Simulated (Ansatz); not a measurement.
SnTe3 under changes of volume

One of the cells (28.783 Å³/atom); the others are scaled copies at fixed shape and fractional positions:

```
Te Sn
1.0
     0.00000    3.86122    3.86122
     3.86122    0.00000    3.86122
     3.86122    3.86122    0.00000
Te Sn
3 1
Direct
  0.50000 0.50000 0.50000
  0.75000 0.75000 0.75000
  0.25000 0.25000 0.25000
  0.00000 0.00000 0.00000
```

The cell comes from a database or a generator and needn't be the stable form of this composition.

- Program: Ansatz 0.2.0
- Functional: PBEsol
- Potentials or basis: Ansatz PAW
- Cutoff: 420 eV (not typed: the program's choice for these potentials)
- k mesh: 6 × 6 × 6
- Occupations: fermi-dirac, width 0.05 eV
- Spin: no spin polarisation

| volume (Å³/atom) | energy over the lowest point (meV/atom) | pressure (GPa) |
| --- | --- | --- |
| 27.056 | 0.00 | 0.3 |
| 27.632 | 0.82 | -0.8 |
| 28.208 | 5.45 | -1.9 |
| 28.783 | ? | ? |
| 29.359 | 24.95 | -3.6 |
| 29.935 | 39.23 | -4.4 |
| 30.510 | 56.11 | -5.1 |

**Question.** What does the run at 28.783 Å³/atom give?

**Answer.** Energy over the lowest point 13.59 meV/atom; pressure -2.8 GPa.

Worked out: A Birch-Murnaghan fit of order 3 (a polynomial in V^(-2/3)) to the other rows has its minimum at 27.23 Å³/atom with B0 = V·E''(V) = 54 GPa and B' = 3.4. It gives 13.60 meV/atom at 28.783 Å³/atom, against the run's 13.59, and -dE/dV = -2.7 GPa, against -2.8.

Energies are extrapolated to zero smearing.

Caveats: the PAW data sets come from PBE, with cores solved anew for the run's functional, which leaves a small shift of forces and pressure.
